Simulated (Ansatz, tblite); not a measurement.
# Si(NCO)2Me2 (C4H6N2O2Si): which spin state is lowest

Aim: set other spin states of Si(NCO)2Me2 (C4H6N2O2Si) against its singlet, on many levels of theory.

The runs use Ansatz 0.2.0, Gaussian basis; as each input shows.

The runs, in order: triplet, at the geometry of the singlet (GFN1-xTB, GFN2-xTB, PBE0-D4/def2-TZVP, PBE-D4/def2-TZVP, r2SCAN-D4/def2-TZVP); the singlet's energies come from earlier runs.

3 further runs of the same task are left out: 1 that didn't finish, 2 set aside as unsound or not needed.

## 1. The geometry

The singlet was relaxed beforehand with PBE-D4/def2-SVP.

15 atoms, charge 0, spin multiplicity 1.

Bond lengths: Si1–N2 1.736 Å, Si1–N5 1.736 Å, Si1–C8 1.870 Å, Si1–C12 1.870 Å, N2–C3 1.209 Å, C3–O4 1.183 Å, N5–C6 1.209 Å, C6–O7 1.183 Å, C8–H9 1.109 Å, C8–H10 1.108 Å, C8–H11 1.109 Å, C12–H13 1.109 Å, C12–H14 1.108 Å, C12–H15 1.109 Å. Angles: N2–Si1–N5 107.4°, N2–Si1–C8 108.8°, N2–Si1–C12 108.8°, N5–Si1–C8 108.8°, N5–Si1–C12 108.8°, C8–Si1–C12 114.0°, Si1–N2–C3 174.0°, N2–C3–O4 179.1°, Si1–N5–C6 174.1°, N5–C6–O7 179.1°, Si1–C8–H9 110.6°, Si1–C8–H10 110.7°, Si1–C8–H11 110.6°, H9–C8–H10 108.2°, H9–C8–H11 108.3°, H10–C8–H11 108.2°, Si1–C12–H13 110.6°, Si1–C12–H14 110.7° and more.

## 2. Triplet at the fixed geometry, GFN1-xTB

Tight binding, by tblite at 300 K electronic temperature and without a spin-polarisation term:

```python
tblite.interface.Calculator('GFN1-xTB', numbers, positions, charge=0, uhf=2).singlepoint()
```

Energy -795.3042 eV; 0.018 s.

## 3. Triplet at the fixed geometry, GFN2-xTB

Tight binding, by tblite at 300 K electronic temperature and without a spin-polarisation term:

```python
tblite.interface.Calculator('GFN2-xTB', numbers, positions, charge=0, uhf=2).singlepoint()
```

Energy -740.4613 eV; 0.015 s.

## 4. Triplet at the fixed geometry, PBE0-D4/def2-TZVP

in.yaml reads:

```yaml
crystal:
  periodic: [false, false, false]
  atoms:
    - {symbol: Si, position_ang: [-0.085072, -0.001577, -0.059537]}
    - {symbol: N, position_ang: [-0.047733, 0.006544, 1.676404]}
    - {symbol: C, position_ang: [0.103334, 0.003265, 2.876077]}
    - {symbol: O, position_ang: [0.233264, 0.001169, 4.051593]}
    - {symbol: N, position_ang: [1.560217, 0.025669, -0.613918]}
    - {symbol: C, position_ang: [2.739261, 0.055765, -0.880365]}
    - {symbol: O, position_ang: [3.888469, 0.083777, -1.158351]}
    - {symbol: C, position_ang: [-0.946847, 1.548623, -0.650983]}
    - {symbol: H, position_ang: [-0.958805, 1.590299, -1.759027]}
    - {symbol: H, position_ang: [-0.427341, 2.452570, -0.275396]}
    - {symbol: H, position_ang: [-1.994864, 1.575067, -0.289557]}
    - {symbol: C, position_ang: [-0.889773, -1.586790, -0.638481]}
    - {symbol: H, position_ang: [-1.934601, -1.650638, -0.272578]}
    - {symbol: H, position_ang: [-0.335111, -2.468238, -0.259690]}
    - {symbol: H, position_ang: [-0.904398, -1.635512, -1.746221]}
basis:
  gaussian: {orbitals: def2-TZVP}
magnetization: {spin_polarized: true, initial_magnetization: 2}
hamiltonian: {xc: pbe0, dispersion: d4}
scf: {omitted_lower_state_checks: [starts]}
output: {orbitals: {seedname: orbitals}}
```

Launch:

```bash
> ansatz run in.yaml --threads 4 --pin off --events-out ev --progress --plain --max-ram 4787MiB
```

Log:

```text
Functional definition: PBE0
  name "PBE0"
  cite "Adamo & Barone, J. Chem. Phys. 110, 6158 (1999) doi:10.1063/1.478522"
  cite "Perdew, Burke & Ernzerhof, Phys. Rev. Lett. 77, 3865 (1996) doi:10.1103/PhysRevLett.77.3865"
  parent pbe
  parameter a = 0.25
  parameter kappa = 0.804
  parameter beta = 0.06672455060314922
  exchange = (1 - a)*pbe_x(kappa = kappa, mu = beta*pi^2/3) + a*exact_x
  correlation = pbe_c(beta = beta)
these checks for a lower state are left out or cut short: starts
1864 factors; their error is unknown
mean field evaluation 1: about -19168.4289 eV, gradient 6.0e1 eV
mean field evaluation 2: about -19164.6223 eV, gradient 6.5e1 eV
mean field evaluation 4: about -19182.1724 eV, gradient 7.7e0 eV
mean field evaluation 8: about -19182.4979 eV, gradient 3.9e-1 eV
mean field evaluation 16: about -19182.5572 eV, gradient 4.2e-2 eV
mean field evaluation 32: about -19182.9660 eV, gradient 1.7e-5 eV
mean field -19182.96602936 eV, -704.9609988976 hartree, gradient 3.8e-6 eV, S^2 2.006856; 0 other end points of the search recorded, 0 dependent functions left out
reference -19182.96606847 eV, -704.9610003350 hartree; 38, 36 occupied and 283, 285 virtual orbitals, 1864 factors
Total energy: -19183.29734877 eV, -704.9731746615 hartree
Checks for a lower state left out: starts
```

Wall time 2.5 min (4 threads of Intel Xeon at 2.70GHz, shared host); peak memory 1.4 GiB.

HOMO -2.39 eV, LUMO -5.85 eV (over both spins; with the spin held, an empty level of the minority spin lies below the top filled one); ⟨S²⟩ 2.007 (pure: 2.00).

## 5. Triplet at the fixed geometry, PBE-D4/def2-TZVP

start.molden holds the orbitals of an earlier run on this state, given as this run's starting guess.

in.yaml, as its differences from that of step 4:

```diff
@@ -19,5 +19,5 @@
 basis:
-  gaussian: {orbitals: def2-TZVP}
+  gaussian: {orbitals: def2-TZVP, initial_orbitals: start.molden}
 magnetization: {spin_polarized: true, initial_magnetization: 2}
-hamiltonian: {xc: pbe0, dispersion: d4}
+hamiltonian: {xc: pbe, dispersion: d4}
 scf: {omitted_lower_state_checks: [starts]}
```

Launched as before.

Log:

```text
Functional definition: PBE
  name "PBE"
  cite "Perdew, Burke & Ernzerhof, Phys. Rev. Lett. 77, 3865 (1996) doi:10.1103/PhysRevLett.77.3865"
  parent pbe
  parameter kappa = 0.804
  parameter beta = 0.06672455060314922
  exchange = pbe_x(kappa = kappa, mu = beta*pi^2/3)
  correlation = pbe_c(beta = beta)
these checks for a lower state are left out or cut short: starts
1848 factors; their error is unknown
mean field evaluation 1: about -19182.1478 eV, gradient 9.7e0 eV
mean field evaluation 2: about -19182.4445 eV, gradient 5.9e-1 eV
mean field evaluation 4: about -19182.5280 eV, gradient 2.4e-1 eV
mean field evaluation 8: about -19182.5025 eV, gradient 4.5e-2 eV
mean field evaluation 16: about -19182.5081 eV, gradient 5.1e-3 eV
mean field -19182.50809998 eV, -704.9441703032 hartree, gradient 7.8e-6 eV, S^2 2.002262; 0 other end points of the search recorded, 0 dependent functions left out
reference -19182.50815332 eV, -704.9441722635 hartree; 38, 36 occupied and 283, 285 virtual orbitals, 1848 factors
Total energy: -19182.89331050 eV, -704.9583265289 hartree
Checks for a lower state left out: starts
```

Run time: 29 s. Hardware: 4 threads of Intel Xeon at 2.70GHz, shared host; peak memory 1.3 GiB.

Report: HOMO -1.13 eV, LUMO -7.00 eV (over both spins; with the spin held, an empty level of the minority spin lies below the top filled one); ⟨S²⟩ 2.002 (pure: 2.00).

## 6. Triplet at the fixed geometry, r2SCAN-D4/def2-TZVP

in.yaml, as its differences from that of step 5:

```diff
@@ -21,3 +21,3 @@
 magnetization: {spin_polarized: true, initial_magnetization: 2}
-hamiltonian: {xc: pbe, dispersion: d4}
+hamiltonian: {xc: r2scan, dispersion: d4}
 scf: {omitted_lower_state_checks: [starts]}
```

Same command.

Log, shortened:

```text
Functional definition: r2SCAN
  name "r2SCAN"
  cite "Furness, Kaplan, Ning, Perdew & Sun, J. Phys. Chem. Lett. 11, 8208 (2020) doi:10.1021/acs.jpclett.0c02405"
  cite "Furness, Kaplan, Ning, Perdew & Sun, J. Phys. Chem. Lett. 11, 9248 (2020) doi:10.1021/acs.jpclett.0c03077"
  parent r2scan
[...]
1848 factors; their error is unknown
[...]
mean field -19192.72712825 eV, -705.3197126655 hartree, gradient 2.3e-6 eV, S^2 2.007212; 0 other end points of the search recorded, 0 dependent functions left out
reference -19192.72714488 eV, -705.3197132768 hartree; 38, 36 occupied and 283, 285 virtual orbitals, 1848 factors
Total energy: -19192.83361187 eV, -705.3236258662 hartree
Checks for a lower state left out: starts
```

Wall time 91 s (4 threads of Intel Xeon at 2.70GHz, shared host); peak memory 1.4 GiB.

Report: HOMO -1.44 eV, LUMO -6.72 eV (over both spins; with the spin held, an empty level of the minority spin lies below the top filled one); ⟨S²⟩ 2.007 (pure: 2.00).

## 7. Triplet less singlet, vertical

The singlet's energies are those of its earlier runs, whose logs aren't repeated here.

```
              level  triplet less singlet, vertical (kcal/mol)     time
           GFN1-xTB                                     +132.5  0.035 s
           GFN2-xTB                                     +124.4  0.034 s
   PBE-D4/def2-TZVP                                     +141.9     34 s
r2SCAN-D4/def2-TZVP                                     +146.2     99 s
  PBE0-D4/def2-TZVP                                     +148.6  2.6 min
```

Times add the two runs; a level without a time comes out of a correlated run. Tight binding without a spin term can't rank spin states.

## 8. Outcome

| quantity | value |
| --- | --- |
| triplet less singlet, vertical, functionals in def2-TZVP | +141.9 (PBE-D4) to +148.6 kcal/mol (PBE0-D4) |

**Reading.** All functionals put the triplet above the singlet, over a spread of 6.7 kcal/mol. The checks for a lower triplet were left out, so another state of that spin may lie lower. These are electronic energies, without zero-point motion, entropy or surroundings.
